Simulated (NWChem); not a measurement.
# CH5FOSi (SMILES C[SiH](O)F): levels of theory compared

We compute a comparison of 6 runs (HF/STO-3G, HF/3-21G, M06-2X/def2-SVP, B3LYP/6-31G*, PBE0/def2-SVP, CCSD(T)/def2-SVP) of CH5FOSi. 

Program for the calculation: NWChem 7.3.0.

61 further runs of the same task are left out: 61 set aside as unsound or not needed. Runs told in other sessions of the task aren't counted.

### Step 1. Starting point

The species is CH5FOSi (9 atoms), meant as a singlet with charge 0. As SMILES, `C[SiH](O)F`. The Si2–O3 distance was set to 2.124 Å, away from the relaxed value.

Bond lengths: C1–Si2 1.851 Å, Si2–F4 1.601 Å, C1–H5 1.093 Å, C1–H6 1.093 Å, C1–H7 1.093 Å, Si2–H8 1.477 Å, O3–H9 0.958 Å. Angles: C1–Si2–F4 107.2°, C1–Si2–H8 113.7°, F4–Si2–H8 107.6°, Si2–C1–H5 110.5°, Si2–C1–H6 110.6°, Si2–C1–H7 111.4°, H5–C1–H6 108.2°, H5–C1–H7 107.7°, H6–C1–H7 108.2°. A long bond or contact: Si2–O3 2.124 Å.

### Step 2. The energy at HF/STO-3G (run 1)

The input, ch5fosi.nw:

```
start ch5fosi
memory 2200 mb
charge 0

geometry units au noautosym nocenter noautoz
 C   -2.62582736   0.93102838  -0.27032154
 Si   0.50714958   0.09558046  -1.58141353
 O    3.21215647  -0.80502333   1.24495157
 F    0.10539381  -2.28509651  -3.40594410
 H   -3.94882462   1.38739724  -1.78890546
 H   -2.48012948   2.57320038   0.97311825
 H   -3.42858302  -0.63309794   0.81551509
 H    1.66989806   2.13157138  -3.09489518
 H    2.78659014  -2.02786510   2.50993424
end

basis spherical bse
 * library STO-3G
end

scf
 thresh 1e-08
 maxiter 80
 noprint "final vectors analysis"
end

task scf energy
```

Started as:

```
$ nwchem ch5fosi.nw > ch5fosi.out
```

The program printed:

```text
[...]
  functions       =    29
[...]
  wavefunction    = RHF
[...]
         Total SCF energy =   -497.758356291762
      One-electron energy =  -1033.438081863113
      Two-electron energy =    365.317785843144
 Nuclear repulsion energy =    170.361939728207
        Time for solution =      1.1s
[...]
```

Wall time 1.7 s (1 thread of Intel Xeon 6975P-C (Granite Rapids), shared host); peak memory 0.098 GiB.

### Step 3. The energy at HF/3-21G (run 2)

The input, ch5fosi.nw:

```
start ch5fosi
title "CH5FOSi"
memory 2200 mb
charge 0

geometry noautosym nocenter noautoz
C    -1.389528    0.492679   -0.143048
Si    0.268372    0.050579   -0.836848
O     1.699800   -0.426000    0.658800
F     0.055772   -1.209221   -1.802348
H    -2.089628    0.734179   -0.946648
H    -1.312428    1.361679    0.514952
H    -1.814328   -0.335021    0.431552
H     0.883672    1.127979   -1.637748
H     1.474600   -1.073100    1.328200
end

basis spherical bse
* library 3-21G
end

scf
thresh 1e-08
maxiter 80
noprint "final vectors analysis"
end

task scf
```

Started as:

```
$ nwchem ch5fosi.nw > ch5fosi.out
```

The program printed:

```text
[...]
  functions       =    50
[...]
  wavefunction    = RHF
[...]
         Total SCF energy =   -501.358591978450
      One-electron energy =  -1033.833174919392
      Two-electron energy =    362.112630989959
 Nuclear repulsion energy =    170.361951950983
        Time for solution =      1.2s
[...]
```

Run time: 1.8 s. Hardware: 1 thread of Intel Xeon 6975P-C (Granite Rapids), shared host; peak memory 0.097 GiB.

Runs 3 to 4 aren't shown in full; the table further down has their settings and results.

### Step 4. The energy at PBE0/def2-SVP (run 5)

The input, run.py:

```python
from ase import Atoms
from ase.calculators.nwchem import NWChem

molecule = Atoms(['C', 'Si', 'O', 'F', 'H', 'H', 'H', 'H', 'H'], positions=[
    [-1.389528, 0.492679, -0.143048],
    [0.268372, 0.050579, -0.836848],
    [1.699800, -0.426000, 0.658800],
    [0.055772, -1.209221, -1.802348],
    [-2.089628, 0.734179, -0.946648],
    [-1.312428, 1.361679, 0.514952],
    [-1.814328, -0.335021, 0.431552],
    [0.883672, 1.127979, -1.637748],
    [1.474600, -1.073100, 1.328200],
])

calc = NWChem(
    label='a',
    theory='dft',
    memory='2200 mb',
    basis='def2-SVP',
    basispar='spherical bse',
    dft={'xc': 'pbe0', 'mult': '1', 'grid': 'xfine', 'convergence': 'energy 1e-08', 'iterations': '100', 'mulliken': None},
    task='energy',
)
molecule.calc = calc

print(f"energy = {molecule.get_potential_energy():.6f} eV")
print("dipole (e A):", molecule.get_dipole_moment().round(4))
```

Started as:

```
$ export ASE_NWCHEM_COMMAND="nwchem PREFIX.nwi > PREFIX.nwo"
$ python run.py
```

The program printed:

```text
energy = -13744.927526 eV
dipole (e A): [-0.5615  0.1733  0.085 ]
```

The calculator wrote a.nwi:

```
title "a"

permanent_dir a

scratch_dir a

start a

geometry units angstrom nocenter noautosym noautoz
  C  -1.3895280000000001e+00 4.9267899999999998e-01 -1.4304800000000001e-01
  Si 2.6837200000000000e-01 5.0578999999999999e-02 -8.3684800000000004e-01
  O  1.6998000000000000e+00 -4.2599999999999999e-01 6.5880000000000005e-01
  F  5.5772000000000002e-02 -1.2092210000000001e+00 -1.8023480000000001e+00
  H  -2.0896279999999998e+00 7.3417900000000003e-01 -9.4664800000000004e-01
  H  -1.3124279999999999e+00 1.3616790000000001e+00 5.1495199999999997e-01
  H  -1.8143279999999999e+00 -3.3502100000000001e-01 4.3155199999999999e-01
  H  8.8367200000000001e-01 1.1279790000000001e+00 -1.6377480000000000e+00
  H  1.4745999999999999e+00 -1.0730999999999999e+00 1.3282000000000000e+00
end

memory 2200 mb

basis spherical bse noprint
   * library def2-SVP
end

dft
  xc pbe0
  mult 1
  grid xfine
  convergence energy 1e-08
  iterations 100
  mulliken
end

task dft energy
```

a.nwo:

```text
Northwest Computational Chemistry Package (NWChem) 7.3.0
             --------------------------------------------------------

           Job information
           ---------------

    nwchem branch   = 7.3.0
    use scalapack   = T
    input           = a.nwi
    prefix          = a.
    data base       = a/a.db
    status          = startup
    nproc           =        1

           Memory information
           ------------------

[... 5 lines left out ...]
    hardfail = no
[... 125 lines left out ...]
          Convergence on energy requested:  1.00D-08
[... 27 lines left out ...]
          Convergence Information
[... 30 lines left out ...]
 1-e energy   =   -1034.038334
[... 44 lines left out ...]
      One electron energy =    -1037.193090528085
[... 8 lines left out ...]
                       DFT Final Molecular Orbital Analysis
[... 639 lines left out ...]
     Multipole analysis of the density
     ---------------------------------

     L   x y z        total         alpha         beta         nuclear
     -   - - -        -----         -----         ----         -------
     0   0 0 0     -0.000000    -21.000000    -21.000000     42.000000

     1   1 0 0     -1.061137     -6.825506     -6.825506     12.589876
[... 8 lines of this table left out ...]
     2   0 0 2    -22.847129    -97.895697    -97.895697    172.944265

 Task  times  cpu:       19.9s     wall:       19.9s
 Total times  cpu:       19.9s     wall:       19.9s
```

It took 21 s on 1 thread of Intel Xeon 6975P-C (Granite Rapids), shared host; peak memory 0.14 GiB.

### Step 5. A single-point energy at CCSD(T)/def2-SVP (run 6)

The input, ch5fosi.nw:

```
start ch5fosi
memory stack 880 mb heap 220 mb global 1100 mb
geometry units angstroms noautosym nocenter noautoz
   C       -1.389528       0.492679      -0.143048
   Si       0.268372       0.050579      -0.836848
   O        1.699800      -0.426000       0.658800
   F        0.055772      -1.209221      -1.802348
   H       -2.089628       0.734179      -0.946648
   H       -1.312428       1.361679       0.514952
   H       -1.814328      -0.335021       0.431552
   H        0.883672       1.127979      -1.637748
   H        1.474600      -1.073100       1.328200
end
basis spherical bse
   * library def2-SVP
end
scf
   thresh 1e-08
   maxiter 80
   noprint "final vectors analysis"
end
ccsd
   freeze core 8
   maxiter 60
end
task ccsd(t) energy
```

Started as:

```
$ nwchem ch5fosi.nw > ch5fosi.out
```

The program printed:

```text
[...]
  functions       =    85
[...]
  wavefunction    = RHF
[...]
         Total SCF energy =   -503.799996806327
      One-electron energy =  -1036.692758235001
      Two-electron energy =    362.530809477692
 Nuclear repulsion energy =    170.361951950983
        Time for solution =      6.7s
[...]
 Total MP2 energy:           -504.423093073452378
[...]
             energy      energy      error      ampl     ampl      Block
                                                time     time      time
[...]
 Total CCSD energy:           -504.456485431040562
[...]
 Total CCSD+T(CCSD) energy:           -504.472466530161341
[...]
 Total CCSD(T) energy:                -504.471050260078243
[...]
```

It took 83 s on 1 thread of Intel Xeon 6975P-C (Granite Rapids), shared host; peak memory 0.25 GiB.

### Step 6. Overview of the runs

```
run                               level  iteration cap   module  energy (Eh)  dipole moment (D) of the reference  wall time
  1                           HF/STO-3G             80      scf  -497.758356                                1.77      1.7 s
  2                            HF/3-21G             80      scf  -501.358592                                3.09      1.8 s
  3                     M06-2X/def2-SVP            100      dft  -505.356974                                   –       29 s
  4  B3LYP/6-31G* (Cartesian functions)            100      dft  -505.724597                                2.85       22 s
  5                       PBE0/def2-SVP            100      dft  -505.116774                                2.85       21 s
  6                    CCSD(T)/def2-SVP             80  ccsd(t)  -504.471050                                   –       83 s
```

### Step 7. What came out

| quantity | value |
| --- | --- |
| run 6: total energy | -504.47105 Eh |
| run 6: correlation energy (8 core orbitals frozen) | -671.1 mEh |
| run 6: (T) correction | -14.56 mEh |

In words: Over runs 1, 2, 4, 5 the dipole moment (its size) runs from 1.77 D (HF/STO-3G) to 3.09 D (HF/3-21G). Totals of different functionals can't be ranked against each other. In run 1 the basis is minimal, so the values are rough. All runs together took 2.6 min, the longest 83 s.
